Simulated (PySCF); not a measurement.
# FeF3−: ligand-field states, part 2 of 2

PySCF 2.14.0. Atoms count from 0. Earlier steps stand in the parts before.

## 5. Ligand-field states: state-averaged CASSCF (pyramidal angle at 105°)

The job: settings as JSON, then the geometry in Å.

```
{"job": {"kind": "lf", "basis": {"metal": "x2c-TZVPall", "ligand": "x2c-SVPall"}, "nevpt": true, "reuse": true}, "charge": -1, "metal": "Fe", "open_shell": "d6"}
Fe     0.000000     0.000000     0.000000
F      1.835259     0.000000    -0.491756
F     -0.917630     1.589381    -0.491756
F     -0.917630    -1.589381    -0.491756
```

Level: state-averaged CASSCF of the metal d shell, SC-NEVPT2 on the averaged canonical orbitals, state-interaction spin-orbit coupling.

The program printed:

```text
basis functions 90, electrons 54, active (6e, 5o)
start from the orbitals of the previous structure
stage 1: DIIS on the effective Fock matrix, level shift 0.30
cycle   1  E = -1569.5022812555  dE = -1.570e+03  max|g| = 5.162e-01
cycle   2  E = -1569.6728262723  dE = -1.705e-01  max|g| = 1.512e-01
cycle   3  E = -1569.6873687097  dE = -1.454e-02  max|g| = 4.393e-02
cycle   4  E = -1569.6880788842  dE = -7.102e-04  max|g| = 2.471e-02
cycle   5  E = -1569.6896910112  dE = -1.612e-03  max|g| = 1.459e-02
cycle   6  E = -1569.6904001759  dE = -7.092e-04  max|g| = 1.171e-02
cycle   7  E = -1569.6906530337  dE = -2.529e-04  max|g| = 4.967e-03
cycle   8  E = -1569.6906929537  dE = -3.992e-05  max|g| = 2.707e-03
cycle   9  E = -1569.6906994467  dE = -6.493e-06  max|g| = 2.103e-03
cycle  10  E = -1569.6907071597  dE = -7.713e-06  max|g| = 2.019e-03
...
cycle  33  E = -1569.6907169870  dE = -7.656e-09  max|g| = 1.041e-04
cycle  34  E = -1569.6907169917  dE = -4.619e-09  max|g| = 8.975e-05
cycle  35  E = -1569.6907169938  dE = -2.181e-09  max|g| = 7.621e-05
cycle  36  E = -1569.6907169951  dE = -1.233e-09  max|g| = 6.811e-05
cycle  37  E = -1569.6907169966  dE = -1.510e-09  max|g| = 5.465e-05
cycle  38  E = -1569.6907169980  dE = -1.423e-09  max|g| = 4.653e-05
cycle  39  E = -1569.6907169991  dE = -1.100e-09  max|g| = 2.404e-05
cycle  40  E = -1569.6907169996  dE = -4.588e-10  max|g| = 2.145e-05
stage 2: quasi-Newton rotations from the point of smallest gradient
cycle  42  E = -1569.6907170006  dE = -1.052e-09  max|g| = 1.022e-05
cycle  43  E = -1569.6907170007  dE = -5.662e-11  max|g| = 9.735e-06
converged average energy = -1569.6907170007

 mult deg   label        CASSCF/cm-1   NEVPT2/cm-1
   5   1   5A1                 0.0           0.0
   5   2   5E               2360.3        3318.6
   5   2   5E               9318.3       11419.9
   3   1   3A2             21679.4       19669.2
   3   2   3E              21847.6       20491.9
   3   2   3E              22390.3       21118.4
   3   1   3A1             22955.9       21574.5
   3   2   3E              24048.7       22962.7
   3   2   3E              24991.9       23851.6
   3   1   3A2             26555.0       24489.7
   3   2   3E              26688.3       24893.7
   3   2   3E              26409.8       24994.9
   3   1   3A1             27629.5       25644.8
   3   1   3A2             26097.5       25956.9
   3   2   3E              28849.4       26920.4
   3   1   3A1             29528.5       27701.5
   1   1   1A1             30393.4       27819.6
   3   1   3A2             29599.0       27840.5
   1   1   1A2             31055.4       29146.6
   3   1   3A2             30703.9       29530.5
   3   2   3E              31886.3       30853.9
   1   1   1A1             33047.3       30948.9
   1   2   1E              32848.5       31012.4
   1   2   1E              33726.1       32309.6
   3   2   3E              33554.5       33354.8
   1   2   1E              35467.1       33829.1
   3   1   3A2             34234.9       34027.2
   3   1   3A1             34272.5       34094.5
   3   2   3E              34773.9       34524.6
   1   2   1E              35821.3       35122.2
   1   1   1A1             36093.8       35146.2
   1   1   1A2             36300.0       35568.2
   1   2   1E              41836.2       36864.9
   3   2   3E              39400.9       36866.9
   1   1   1A2             39074.4       37274.5
   1   1   1A1             39000.4       37893.3
   1   1   1A1             39904.0       38053.7
   1   2   1E              39179.6       38150.6
   1   2   1E              39644.8       38802.7
   3   2   3E              41165.7       39263.9
   1   2   1E              40604.7       39300.7
   3   1   3A1             41743.0       39894.1
   1   1   1A1             42974.1       40136.0
   1   1   1A1             46880.5       41362.3
   1   1   1A2             47097.9       41654.3
   1   2   1E              47101.6       42323.3
   1   1   1A1             51339.0       47846.2
   1   2   1E              53820.9       49223.7
   3   1   3A2             57919.6       51729.2
   3   1   3A1             58119.4       52006.2
   1   2   1E              56712.6       52779.8
   1   1   1A2             57340.3       53566.6
   3   2   3E              59851.4       53683.0
   3   1   3A2             60647.1       53726.8
   3   2   3E              63329.0       57662.0
   1   2   1E              67904.1       61070.3
   1   1   1A1             69504.0       62634.4
   3   2   3E              69760.4       64795.9
   1   2   1E              71319.6       64984.1
   1   1   1A2             71143.4       65399.3

spin-orbit levels / cm-1
      0.00  x1  5A1 0.99
     10.04  x2  5A1 0.99
     40.30  x2  5A1 0.99
   3182.49  x1  5E 1.00
   3182.50  x1  5E 1.00
   3287.06  x2  5E 0.99
   3385.41  x2  5E 0.99
   3462.69  x1  5E 1.00
   3499.46  x1  5E 0.98
   3571.37  x2  5E 0.99
  11086.59  x2  5E 1.00
  11287.19  x1  5E 1.00
  11287.52  x1  5E 1.00
  11479.58  x2  5E 1.00
  11664.24  x2  5E 1.00
  11842.05  x1  5E 1.00
  11842.17  x1  5E 1.00
  19593.27  x1  3A2 0.91 3E 0.08
  19640.58  x2  3A2 0.92 3E 0.07
  20368.58  x2  3E 0.92 3E 0.07
  20539.33  x2  3E 0.82 3E 0.09 3A2 0.07
  20604.82  x1  3E 0.97
  20658.58  x1  3E 0.90 3A2 0.07
  21015.89  x1  3E 0.81 3A1 0.17
  21120.28  x2  3E 0.78 3A1 0.15 3E 0.06
  21133.09  x1  3E 0.98
  21219.32  x2  3E 0.89 3E 0.09
  21708.73  x2  3A1 0.83 3E 0.14
  21733.38  x1  3A1 0.79 3E 0.18
  22943.07  x1  3E 0.97
```

It took 5.1 s on 1 thread of Arm Neoverse V1, shared host; peak memory 0.24 GiB.

Key values:

```csv
quantity,value
spin-orbit constant ζ,399 cm⁻¹
```

Powder susceptibility:

| T (K) | χT (cm³ K/mol) | μ(eff) |
| --- | --- | --- |
| 2 | 0.969 | 2.78 |
| 20 | 3.183 | 5.05 |
| 100 | 3.378 | 5.20 |
| 300 | 3.427 | 5.24 |

## 6. Ligand-field states: state-averaged CASSCF (pyramidal angle at 110°)

The job: settings as JSON, then the geometry in Å.

```
{"job": {"kind": "lf", "basis": {"metal": "x2c-TZVPall", "ligand": "x2c-SVPall"}, "nevpt": true, "reuse": true}, "charge": -1, "metal": "Fe", "open_shell": "d6"}
Fe     0.000000     0.000000     0.000000
F      1.785416     0.000000    -0.649838
F     -0.892708     1.546216    -0.649838
F     -0.892708    -1.546216    -0.649838
```

Method: state-averaged CASSCF of the metal d shell, SC-NEVPT2 on the averaged canonical orbitals, state-interaction spin-orbit coupling.

The program printed:

```text
basis functions 90, electrons 54, active (6e, 5o)
start from the orbitals of the previous structure
stage 1: DIIS on the effective Fock matrix, level shift 0.30
cycle   1  E = -1569.4901689273  dE = -1.569e+03  max|g| = 5.083e-01
cycle   2  E = -1569.6617841359  dE = -1.716e-01  max|g| = 1.486e-01
cycle   3  E = -1569.6764083831  dE = -1.462e-02  max|g| = 4.322e-02
cycle   4  E = -1569.6770324689  dE = -6.241e-04  max|g| = 2.528e-02
cycle   5  E = -1569.6786721194  dE = -1.640e-03  max|g| = 1.595e-02
cycle   6  E = -1569.6794392694  dE = -7.672e-04  max|g| = 1.235e-02
cycle   7  E = -1569.6797322948  dE = -2.930e-04  max|g| = 5.516e-03
cycle   8  E = -1569.6797854742  dE = -5.318e-05  max|g| = 2.745e-03
cycle   9  E = -1569.6797911465  dE = -5.672e-06  max|g| = 2.299e-03
cycle  10  E = -1569.6797995299  dE = -8.383e-06  max|g| = 2.156e-03
...
cycle  34  E = -1569.6798120054  dE = -1.870e-08  max|g| = 2.102e-04
cycle  35  E = -1569.6798120124  dE = -6.961e-09  max|g| = 1.955e-04
cycle  36  E = -1569.6798120165  dE = -4.155e-09  max|g| = 1.762e-04
cycle  37  E = -1569.6798120223  dE = -5.727e-09  max|g| = 1.835e-04
cycle  38  E = -1569.6798120381  dE = -1.581e-08  max|g| = 1.579e-04
cycle  39  E = -1569.6798120475  dE = -9.394e-09  max|g| = 1.521e-04
cycle  40  E = -1569.6798120586  dE = -1.111e-08  max|g| = 1.827e-04
stage 2: quasi-Newton rotations from the point of smallest gradient
cycle  42  E = -1569.6798121070  dE = -5.950e-08  max|g| = 9.119e-05
cycle  43  E = -1569.6798121111  dE = -4.140e-09  max|g| = 7.586e-05
cycle  44  E = -1569.6798121131  dE = -1.988e-09  max|g| = 4.782e-06
converged average energy = -1569.6798121131

 mult deg   label        CASSCF/cm-1   NEVPT2/cm-1
   5   1   5A1                 0.0           0.0
   5   2   5E               2314.6        3183.5
   5   2   5E               8515.6       10470.4
   3   1   3A2             21140.9       18966.0
   3   2   3E              21342.5       19780.5
   3   2   3E              22044.0       20727.6
   3   1   3A1             23054.2       21821.5
   3   2   3E              23840.8       22571.9
   3   2   3E              24897.9       23867.6
   3   1   3A1             26837.5       24720.1
   3   2   3E              26321.1       24799.3
   3   1   3A2             25764.9       25130.5
   3   1   3A2             26756.4       25302.6
   3   2   3E              27320.4       25648.3
   1   1   1A1             29256.5       26290.0
   3   2   3E              29305.3       27555.6
   3   1   3A2             29298.6       27561.4
   3   1   3A1             29465.2       27622.8
   1   1   1A2             30448.8       28362.6
   3   1   3A2             30264.5       29045.0
   3   2   3E              30842.0       29765.6
   1   2   1E              32049.1       29952.7
   1   1   1A1             32799.1       30904.2
   1   2   1E              33401.1       32017.4
   3   2   3E              32798.6       32456.4
   1   2   1E              35191.2       33519.3
   3   1   3A2             33946.3       33521.9
   3   1   3A1             33867.8       33537.9
   3   2   3E              34149.5       33707.5
   1   1   1A1             35894.1       34800.6
   1   2   1E              35853.2       35050.6
   1   1   1A2             36205.9       35417.4
   3   2   3E              38778.1       36220.3
   1   1   1A1             38412.4       37292.7
   1   2   1E              42074.6       37361.4
   1   2   1E              38696.1       37522.1
   1   1   1A2             38905.8       37576.2
   1   1   1A1             40117.1       38313.7
   1   2   1E              39433.6       38639.4
   3   2   3E              40742.8       38639.7
   3   1   3A1             40778.3       38731.2
   1   2   1E              40562.4       39155.4
   1   1   1A1             43378.4       40999.1
   1   1   1A1             46974.6       41165.3
   1   1   1A2             47214.1       41402.7
   1   2   1E              47101.4       42277.7
   1   1   1A1             50153.8       46464.1
   1   2   1E              53314.1       48616.0
   3   1   3A2             57833.1       51445.9
   3   1   3A1             58173.6       51915.7
   1   2   1E              56015.3       52006.5
   1   1   1A2             56326.1       52395.7
   3   2   3E              59623.2       53213.4
   3   1   3A2             60231.8       53224.0
   3   2   3E              62753.2       56922.3
   1   2   1E              67168.2       60145.9
   1   1   1A1             68638.4       61766.9
   3   2   3E              68123.7       62859.3
   1   2   1E              70728.5       64400.1
   1   1   1A2             70694.4       64777.7

spin-orbit levels / cm-1
      0.00  x1  5A1 0.98
     10.30  x2  5A1 0.99
     41.36  x2  5A1 0.99
   3064.78  x1  5E 1.00
   3064.81  x1  5E 1.00
   3161.99  x2  5E 0.99
   3251.77  x2  5E 0.99
   3319.18  x1  5E 1.00
   3356.93  x1  5E 0.98
   3417.33  x2  5E 0.99
  10162.47  x2  5E 1.00
  10350.71  x1  5E 1.00
  10351.57  x1  5E 1.00
  10532.57  x2  5E 1.00
  10707.60  x2  5E 1.00
  10876.84  x1  5E 1.00
  10876.95  x1  5E 1.00
  18898.87  x1  3A2 0.92 3E 0.07
  18948.83  x2  3A2 0.92 3E 0.07
  19694.89  x2  3E 0.96 3E 0.03
  19857.99  x2  3E 0.88 3A2 0.07 3E 0.04
  19910.42  x1  3E 0.99
  19916.94  x1  3E 0.90 3A2 0.07
  20697.80  x1  3E 0.94 3A1 0.05
  20764.96  x1  3E 0.99
  20767.78  x2  3E 0.93 3A1 0.03 3E 0.03
  20796.84  x2  3E 0.94 3E 0.04
  21894.32  x2  3A1 0.95 3E 0.03
  21903.77  x1  3A1 0.93 3E 0.05
  22540.94  x1  3E 0.98
```

It took 5.1 s on 1 thread of Arm Neoverse V1, shared host; peak memory 0.24 GiB.

In short:

```csv
quantity,value
spin-orbit constant ζ,400 cm⁻¹
```

Powder susceptibility:

| T (K) | χT (cm³ K/mol) | μ(eff) |
| --- | --- | --- |
| 2 | 0.948 | 2.75 |
| 20 | 3.186 | 5.05 |
| 100 | 3.388 | 5.21 |
| 300 | 3.438 | 5.24 |

## 7. The runs side by side

From the NEVPT2 states (cm⁻¹; the spread is that of the fitted one-electron ligand-field levels):

```
step                 setting  ground state    next state  orbital spread  Racah B    ζ  μ(eff), 300 K
   2                as given          5A1'  5E'' at 3444           10940      977  397           5.23
   3   pyramidal angle at 95           5A1    5E at 3433           10787      976  397           5.23
   4  pyramidal angle at 100           5A1    5E at 3395           10385      972  398           5.23
   5  pyramidal angle at 105           5A1    5E at 3319            9789      966  399           5.24
   6  pyramidal angle at 110           5A1    5E at 3184            9005      958  400           5.24
```

## 8. Summary of results

This closing draws on all 2 parts.

| quantity | value |
| --- | --- |
| spin-orbit constant ζ (step 2, state-averaged CASSCF) | 397 cm⁻¹ |
| ground multiplicity, μ(eff) at 300 K (step 2, 3 donors at 1.90 Å) | 5, 5.23 μB |
| ground multiplicity, μ(eff) at 300 K (step 3, 3 donors at 1.90 Å) | 5, 5.23 μB |
| ground multiplicity, μ(eff) at 300 K (step 4, 3 donors at 1.90 Å) | 5, 5.23 μB |
| ground multiplicity, μ(eff) at 300 K (step 5, 3 donors at 1.90 Å) | 5, 5.24 μB |
| ground multiplicity, μ(eff) at 300 K (step 6, 3 donors at 1.90 Å) | 5, 5.24 μB |

In words: In step 2, χT goes from 1.02 at 2 K to 3.42 cm³ K/mol at 300 K, as higher levels fill or mix in. The spread of the ligand-field levels runs from 9005 cm⁻¹ (pyramidal angle at 110) to 10940 cm⁻¹ (as given); μ(eff) at 300 K: 5.23 to 5.24 μB.
